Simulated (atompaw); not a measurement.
# Pseudopotential generation for Tb: PAW (atompaw), PBE

Aim: build the potential from the settings below, then test how well it stands in for the atom: scattering, ghost states and the plane-wave cutoff that it needs.

Program: atompaw 4.2.0.5. Reference atom: PBE, scalar-relativistic, spherical and spin-unpolarised. All values are calculated.

**1. Settings**

Typed settings, in words:

```
element                 : terbium (Tb, Z = 65)
type                    : PAW
frozen core             : [Kr] 4d10
valence charge          : 19
reference configuration : 4f9 5s2 5p6 5d0 6s2 6p0
partial waves           : 5s (bound): rc 2.25 bohr; 6s (bound): rc 3.00 bohr; 5p (bound): rc 2.85 bohr; 6p (bound, empty): rc 2.60 bohr; 5d (bound, empty): rc 3.00 bohr; 5d channel at 0.25 Ry: rc 3.00 bohr; 4f (bound): rc 1.35 bohr; 4f channel at 2.2 Ry: rc 1.35 bohr
local potential         : bessel scheme, radius 2.90 bohr
core correction         : smooth core density matched at 2.25 bohr
augmentation charge     : sinc compensation charge, radius 2.75 bohr; PAW radius 3.00 bohr; waves and projectors: custom polynom vanderbiltortho
```

**2. Generating the potential**

Contents of Tb.input:

```
Tb 65
GGA-PBE scalarrelativistic loggrid 2001 logderivrange -5 5 251
6 6 5 4 0 0
6 1 0
5 2 0
4 3 9
0 0 0
c
c
c
c
v
v
c
c
c
v
v
c
c
v
v
3
3.00 2.75 2.90 2.25
n
n
y
0.25
n
y
2.2
n
custom polynom vanderbiltortho sinc
bessel
2.25
3.00
2.85
2.60
3.00
3.00
1.35
1.35
PWSCFOUT
UPFDX 0.0125d0 UPFXMIN -7.d0 UPFZMESH 65.d0
END
```

Started as:

```console
$ atompaw < Tb.input > Tb.log
```

**Question.** What will these runs give? Wanted: cutoffs for 10 and 1 mRy, occupied levels; bound ghosts; largest phase difference near zero energy, channels read; lowest eigenvalue of the overlap; share of valence orbitals outside the PAW sphere; UPF file.

**Answer**, as computed:

| quantity | value |
| --- | --- |
| cutoffs for 10 and 1 mRy, occupied levels | 110 Ry and 180 Ry |
| bound ghosts | none found |
| largest phase difference near zero energy, channels read | 0.012 rad |
| lowest eigenvalue of the overlap (Bessel basis) | 0.536 (s) |
| share of valence orbitals outside the PAW sphere | 5s 0 %, 6s 78 %, 5p 2 %, 6p 95 %, 5d 51 %, 4f 1 % |
| UPF file | written |

What this shows: It counts as hard, with 110 Ry needed at the looser tolerance. The slowest occupied level is 4f: taken alone it needs 110 Ry to come within 1 mRy, against 12 Ry for 5s. The Bessel-basis test finds no level below the valence levels. Near zero energy the phases of the channels with partial waves agree within 0.012 rad. These are tests on the free atom; a crystal test is still owed.
